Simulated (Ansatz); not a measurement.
**GeC (singlet): from Hartree-Fock to the top rungs, cc-pVDZ**

Aim: climb from Hartree-Fock through coupled cluster and multireference methods for GeC (singlet) at one geometry and basis, and see what each rung misses.

Program: Ansatz 0.2.0, Gaussian basis. Level of theory: cc-pVDZ, core rule «outside noble gas», up to 15 orbitals frozen. These are calculated values, not measurements.

To be run: UHF; CCSD(T) on RHF; CCSD(T) on UHF; BCCD(T) on RHF; CISD; CCSDT(Q) on RHF; CCSDT(Q) on UHF; CISDTQ; CCSDTQ on RHF; CCSDTQ on UHF; CASSCF and MRCISD+Q, 8 electrons in 8 orbitals; CASSCF and NEVPT2, 8 electrons in 8 orbitals; Full CI.

4 further runs of the same task are left out: 4 set aside as unsound or not needed.

## Step 1: The geometry

The geometry is a PBE0/def2-TZVP stationary point (not a proven minimum). No spin-orbit coupling is included. The filled d shell of Ge may be among the frozen orbitals whatever the setting's name suggests; the logs give the count.

2 atoms, charge 0, spin multiplicity 1.

Atoms are counted from 1 here; the program's logs count them from 0.

Bond lengths: Ge1–C2 1.913 Å.

## Step 2: UHF

in.yaml reads:

```yaml
crystal:
  periodic: [false, false, false]
  atoms:
    - {symbol: Ge, position_ang: [0.000000, 0.000000, 0.000000]}
    - {symbol: C, position_ang: [0.000000, 0.000000, 1.912799]}
basis:
  gaussian: {orbitals: cc-pVDZ}
magnetization: {spin_polarized: true, initial_magnetization: 0}
hamiltonian: {xc: hf}
output: {orbitals: {seedname: orbitals}}
```

On the command line:

```console
ansatz run in.yaml --threads 1 --pin off --events-out ev --progress --plain --max-ram 2816MiB --backend cpu
```

Further steps of the session: CCSD(T) on RHF; CCSD(T) on UHF; BCCD(T) on RHF; CISD; CCSDT(Q) on RHF; CCSDT(Q) on UHF; CISDTQ; CCSDTQ on RHF; CCSDTQ on UHF; CASSCF and MRCISD+Q, 8 electrons in 8 orbitals; CASSCF and NEVPT2, 8 electrons in 8 orbitals; Full CI.

Before running them: what should the planned runs give, taken together? Wanted: FCI below the RHF energy; RMP2 from FCI; RCCSD from FCI; RCCSD(T) from FCI; RCCSDT(Q) from FCI; T1 diagnostic; effectively unpaired electrons.

**Answer**, as computed:

```
                         quantity               value
         FCI below the RHF energy          -6.0809 eV
                    RMP2 from FCI     +28.84 kcal/mol
                   RCCSD from FCI     +17.99 kcal/mol
                RCCSD(T) from FCI      +3.84 kcal/mol
               RCCSDT(Q) from FCI      -0.17 kcal/mol
levels within 1 kcal/mol (43 meV)  RCCSDT(Q), RCCSDTQ
                    T1 diagnostic               0.059
   effectively unpaired electrons                1.72
```

**Reading.** RCCSD(T) misses by +3.84 kcal/mol, 2.7 % of the correlation energy. RCCSDT(Q) falls below full CI, which methods that aren't variational can do. With 1.7 effectively unpaired electrons against 0 the state is strongly multireference. Coupled cluster took another determinant than the lowest Hartree-Fock one. These misses are within one basis, not against nature.
